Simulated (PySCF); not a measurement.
# CH8B2OSi: the cost of one run

Computed with PySCF 2.14.0, with density-fitted response routines of our own, on a single molecule in the gas phase. Atoms are numbered from 0 throughout.

### Step 1. The starting structure

13 atoms, charge 0, multiplicity 1; geometry from: GFN2-xTB. The atoms were then displaced at random by about 0.01 Å, so the start is not that level's minimum.

Bonds of the start (Å): B0–O1 1.30, O1–B2 1.31, B2–C3 1.54, C3–Si4 1.92, B0–H5 1.16, B0–H6 1.20, B2–H7 1.18, C3–H8 1.06, C3–H9 1.10, Si4–H10 1.47, Si4–H11 1.45, Si4–H12 1.47.

### Step 2. Geometry optimisation at PBE0-D3(BJ)/def2-SVP

The job: settings as JSON, then the geometry in Å.

```
{"job": {"xc": "PBE0", "basis": "def2-SVP", "d3": "d3bj", "grid": 1, "shake": 0.01, "kind": "geom"}, "charge": 0, "multiplicity": 1}
B      2.506450     0.798640     0.505590
O      1.513140    -0.042030     0.484940
B      0.502010    -0.878120     0.422340
C     -0.521350    -0.775960    -0.726970
Si    -2.002760     0.337160    -0.207240
H      3.504370     0.568980    -0.033140
H      2.348900     1.855930     1.054960
H      0.433900    -1.681980     1.280140
H     -0.128610    -0.353700    -1.615530
H     -0.963310    -1.758950    -0.966780
H     -1.535200     1.705860     0.059130
H     -2.983450     0.371610    -1.273850
H     -2.668270    -0.164310     1.006080
```

Command:

```bash
$ OMP_NUM_THREADS=1 python probes_run.py task.json out
```

This one command runs all jobs of the session in turn.

Q: Estimate the wall time and peak memory of this first job on 1 thread of Arm Neoverse V2, shared host.

About 21 s, with a peak of 0.47 GiB.
